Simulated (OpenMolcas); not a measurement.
# Tc³⁺ among point charges: CASSCF levels and susceptibility

Aim: the splitting of the states of Tc³⁺ in the field of 6 point charges, its lowest levels with spin-orbit coupling and its magnetic susceptibility.

Program: OpenMolcas 26.06. Level of theory: state-averaged CASSCF, spin-orbit coupling by RASSI with atomic mean-field integrals. These are calculated values, not measurements, unless marked.

1 further run of the same task is left out (it didn't finish).

**1. Starting point**

* Species: Tc³⁺ (technetium, Z = 43, 40 electrons)
* Basis: ANO-RCC-VDZP [6s5p3d1f], 43 functions
* Scalar Hamiltonian: DKH2, point nucleus
* Inactive shells: 1s 2s 2p 3s 3p 3d 4s 4p
* Active space: 4 electrons in 5 orbitals (4d)
* Some configurations of this space: 4d4
* Orbitals: optimised for each spin and parity, averaged over all roots

Outer shells as boxes (Hund's rule):

4d4
```
4d [↑ ][↑ ][↑ ][↑ ][  ]
```

The ion sits among 6 point charges of -1.7 e arranged as a tetragonal octahedron (D4h), 1.83 Å from the ion, with the axial distance 1.940 Å. The active orbitals were held to one l.

Each step is its own input file, run in one work folder so that later steps find the files of earlier ones. Labels, J, g values, rates, χT and fits are worked out afterwards by a script from the matrices that RASSI stores. The input lists half of the charges; inversion (Group=XYZ) makes the rest.

**2. Basis and integrals**

Contents of a.inp:

```
&GATEWAY
Coord
1

Tc 0.0 0.0 0.0
Basis=ANO-RCC-VDZP
Group=XYZ
NoMove
AngMom=0.0 0.0 0.0
AMFI
XField
3 Angstrom 0
1.830000 0.000000 0.000000 -1.700000
0.000000 1.830000 0.000000 -1.700000
0.000000 0.000000 1.939800 -1.700000
&SEWARD
```

On the command line:

```console
$ OMP_NUM_THREADS=1 MOLCAS_MEM=1689 MOLCAS_PROJECT=a pymolcas a.inp > a.log
```

**3. CASSCF: quintets of even parity, 5 roots**

Contents of a.inp:

```
&RASSCF
FileOrb=start.orb
Symmetry=1
Spin=5
nActEl=4 0 0
Inactive=9 9
Ras2=5 0
CIRoot=5 5 1
SDav=5
CIMx=300
Iter=120 100
PrWF=0.3
OrbListing=Nothing
MaxOrb=0
SupSym
1
15 4 5 6 7 8 10 11 12 13 14 17 18 19 20 21
0
>>> COPY $Project.JobIph JOB001
```

start.orb holds the contracted functions of the basis, ordered by shell, or the orbitals of the step before.

**4. CASSCF: triplets of even parity, 45 roots**

Contents of a.inp:

```
&RASSCF
FileOrb=start.orb
Symmetry=1
Spin=3
nActEl=4 0 0
Inactive=9 9
Ras2=5 0
CIRoot=45 45 1
SDav=45
CIMx=300
Iter=120 100
PrWF=0.3
OrbListing=Nothing
MaxOrb=0
SupSym
1
15 4 5 6 7 8 10 11 12 13 14 17 18 19 20 21
0
>>> COPY $Project.JobIph JOB002
```

**5. Reference wave functions, singlets of even parity, 50 roots**

Contents of a.inp:

```
&RASSCF
FileOrb=start.orb
Symmetry=1
Spin=1
nActEl=4 0 0
Inactive=9 9
Ras2=5 0
CIRoot=50 50 1
SDav=50
CIMx=300
Iter=120 100
PrWF=0.3
OrbListing=Nothing
MaxOrb=0
SupSym
1
15 4 5 6 7 8 10 11 12 13 14 17 18 19 20 21
0
>>> COPY $Project.JobIph JOB003
```

**6. State interaction with spin-orbit coupling**

Contents of a.inp:

```
&RASSI
NrOfJobIphs=3 5 45 50
1 2 3 4 5
1 2 3 4 5 6 7 8 9 10 11 12 13 14 15 16 17 18 19 20 21 22 23 24 25 26 27
28 29 30 31 32 33 34 35 36 37 38 39 40 41 42 43 44 45
1 2 3 4 5 6 7 8 9 10 11 12 13 14 15 16 17 18 19 20 21 22 23 24 25 26 27
28 29 30 31 32 33 34 35 36 37 38 39 40 41 42 43 44 45 46 47 48 49 50
IphNames
JOB001
JOB002
JOB003
EJob
SpinOrbit
DIPRint=1.0
SOCoupling=1000.0
Subsets=2
Property=9
'ANGMOM' 1 'ANGMOM' 2 'ANGMOM' 3 'MLTPL  1' 1 'MLTPL  1' 2 'MLTPL  1' 3
'AMFI' 1 'AMFI' 2 'AMFI' 3
SOProperty=3
'ANGMOM' 1 'ANGMOM' 2 'ANGMOM' 3
```

Q: Predict the outcome of this session. Wanted: spin-free ground state; first state of the same spin within the active space; lowest level; next level.

As calculated:

| quantity | value |
| --- | --- |
| method | CASSCF |
| spin-free ground state | 5B1, 1-fold in its orbital part |
| first state of the same spin within the active space | 5A1 at 4610 cm⁻¹ |
| lowest level | 1-fold A1 |
| next level | 9.8 cm⁻¹ |
| χT at 300 K | 2.72 cm³ K/mol |
| effective moment at 300 K | 4.67 μB |

What this shows: The spin-free ground state (5B1) comes to 100 % from free-ion D terms and keeps the highest spin of the shell. χT at 300 K is 2.72, against 3.01 cm³ K/mol for the spin alone, so spin-orbit coupling lowers it. An active space of the d shell alone favours high spin; real ions in strong fields can be low spin. The field of point charges can differ much from that of real complexes. With metal d orbitals alone active, the gaps between spin states are rough; where two lie within a few thousand cm-1, their order is open. Point charges carry no covalency, so the field is a model and not that of real ligands.
